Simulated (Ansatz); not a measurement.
# Os (sc type): how the settings move a single-point run

Aim: see which settings change the result for Os (sc type), by how much, and at what cost.

Program: Ansatz 0.2.0. Level of theory: reference: DFT, PBEsol, PAW with Ansatz's default frozen-core files, scalar-relativistic. These are calculated values, not measurements.

## (1) The starting structure

It takes space group Pm-3m (No. 221, cubic). The conventional cell has a = 2.135 Å, b = 2.135 Å, c = 2.135 Å, α = 90.00°, β = 90.00°, γ = 90.00°. Os (site symmetry m-3m) has 6 Os at 2.14 Å in its first shell of neighbours.

Structure file:

```cif
data_structure
_symmetry_space_group_name_H-M 'Pm-3m'
_symmetry_Int_Tables_number 221
_cell_length_a 2.1350
_cell_length_b 2.1350
_cell_length_c 2.1350
_cell_angle_alpha 90.000
_cell_angle_beta 90.000
_cell_angle_gamma 90.000
_cell_volume 9.73
loop_
_atom_site_label
_atom_site_type_symbol
_atom_site_symmetry_multiplicity
_atom_site_Wyckoff_symbol
_atom_site_fract_x
_atom_site_fract_y
_atom_site_fract_z
_atom_site_occupancy
Os1 Os 1 a 0.00000 0.00000 0.00000 1
```

## (2) Baseline

File input.yaml:

```yaml
crystal:
  lattice:
    - [2.1350090334, 0.0, 0.0]
    - [0.0, 2.1350090334, 0.0]
    - [0.0, 0.0, 2.1350090334]
  atoms:
    - { symbol: Os, position: [0.0, 0.0, 0.0] }
kpoints:
  mp_grid: { grid: [15, 15, 15] }
scf:
  occupations: { method: fermi_dirac, width: 0.1 }
hamiltonian:
  xc: pbesol
  pseudopotentials: { kind: paw }
output:
  forces: true
  stress: true
  eigenvalues: true
  populations: true
```

Command:

```bash
$ ansatz run input.yaml --threads 1 --pin off --max-ram 2048MiB --backend cpu --events-out ev --progress --plain --runs-dir out
```

## (3) A run with other settings

input.yaml, as its differences from that of step 2:

```diff
@@ -11,2 +11,3 @@
   occupations: { method: fermi_dirac, width: 0.1 }
+  convergence: { dr2_threshold: 0.0001 }
 hamiltonian:
```

(Steps that only read results are left out.)

Before running it: what results should come out? Wanted: for each run, ending; energy change; pressure; gap; force.

**Answer**, as computed:

```
                    run     ending  energy change  pressure (GPa)  gap (eV)  force (eV/Å)  cycles   time
              reference  converged              0           473.5      0.00          0.00       6  1.9 s
1: dr2_threshold 0.0001  converged   0.0 meV/atom           473.5      0.00          0.00       6  1.7 s
```

Residual by cycle in the longest SCF loop of each run; runs are numbered as in the table. The quantity is the density residual dr2, in eV.

```
cycle  reference    run 1
    1     0.0184   0.0184
    2    0.00757  0.00757
    3     5.3e-5   5.3e-5
    4     3.4e-6   3.4e-6
    5     3.6e-7   3.6e-7
    6     8.8e-9   8.9e-9
```

**Reading.** Energy and cycle count are those of the reference, so the change (convergence setting) left the result and the number of cycles as they were. The structure is not at rest: the sound run finds 474 GPa, so these are no properties of the relaxed crystal. 

At pressures up to 474 GPa the PAW spheres may overlap and frozen cores may not hold, so those PAW values are rough without an all-electron check.
